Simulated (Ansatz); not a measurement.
# Rb3Na: the cost of one run

Computed with the Python package of Ansatz 0.2.0. The levels of theory stand in the script.

### 1 Starting point

It takes space group Pm-3m (No. 221, cubic). The conventional cell has a = 6.761 Å, b = 6.761 Å, c = 6.761 Å, α = 90.00°, β = 90.00°, γ = 90.00°.

The script holds or builds the structure itself.

### 2 The script

File lattice.py:

```python
'''Relaxed cell of Rb3Na under several functionals.'''

import logging
import sys

import ansatz
import numpy as np
from pymatgen.core import Lattice, Structure
from pymatgen.io.ase import AseAtomsAdaptor

logging.basicConfig(stream=sys.stdout, format='%(name)s: %(message)s')
logger = logging.getLogger('calc')
logger.setLevel(logging.INFO)

SETTINGS = {
    'k_spacing': 0.26,
    'ecut': 550,
    'smearing': 'Fermi-Dirac',
    'width_ev': 0.05,
    'fmax': 0.01,
}

def edges_and_angles(cell):
    cell = np.asarray(cell)
    a, b, c = np.linalg.norm(cell, axis=1)
    cosines = cell[1] @ cell[2] / (b * c), cell[0] @ cell[2] / (a * c), cell[0] @ cell[1] / (a * b)
    return (a, b, c, *np.degrees(np.arccos(cosines)))

pmg_structure = Structure(
    Lattice([(6.760598, 0.0, 0.0), (0.0, 6.760598, 0.0), (0.0, 0.0, 6.760598)]),
    ['Rb', 'Rb', 'Rb', 'Na'],
    [
        (0.0, 0.5, 0.5),
        (0.5, 0.0, 0.5),
        (0.5, 0.5, 0.0),
        (0.0, 0.0, 0.0),
    ],
)
cell = ansatz.Crystal.from_ase(AseAtomsAdaptor.get_atoms(pmg_structure))

job = (
    cell.calculation()
    .kpoints(spacing=SETTINGS['k_spacing'])
    .basis(SETTINGS['ecut'])
    .occupations(SETTINGS['smearing'], width=SETTINGS['width_ev'])
    .relax(cell=True, force_tolerance=SETTINGS['fmax'])
)

levels = [('pbesol', 'd3bj'), ('lda', 'none'), ('r2scan', 'd4')]
logger.info('level            a       b       c    alpha   beta  gamma  V/atom  steps')
for name, dispersion in levels:
    seen = []
    run = job.functional(name, dispersion=dispersion).session().plan()
    out = run.execute(on_event=lambda e: seen.append(e) if e['event'] == 'relax_step' else None)
    cell = out.lattice.cell_ang
    label = name if dispersion == 'none' else f'{name}+{dispersion}'
    print('{:13s} {:7.4f} {:7.4f} {:7.4f} {:6.2f} {:6.2f} {:6.2f}'.format(label, *edges_and_angles(cell)), f'{abs(np.linalg.det(cell)) / len(out.lattice.sites):7.3f} {len(seen):5d}')
```

### 3 Launch

Started as:

```sh
python lattice.py
```

**Question.** How long does this script take on 1 thread of Arm Neoverse V2, shared host, and how much memory does it need?

About 64 s, with a peak of 1.3 GiB.
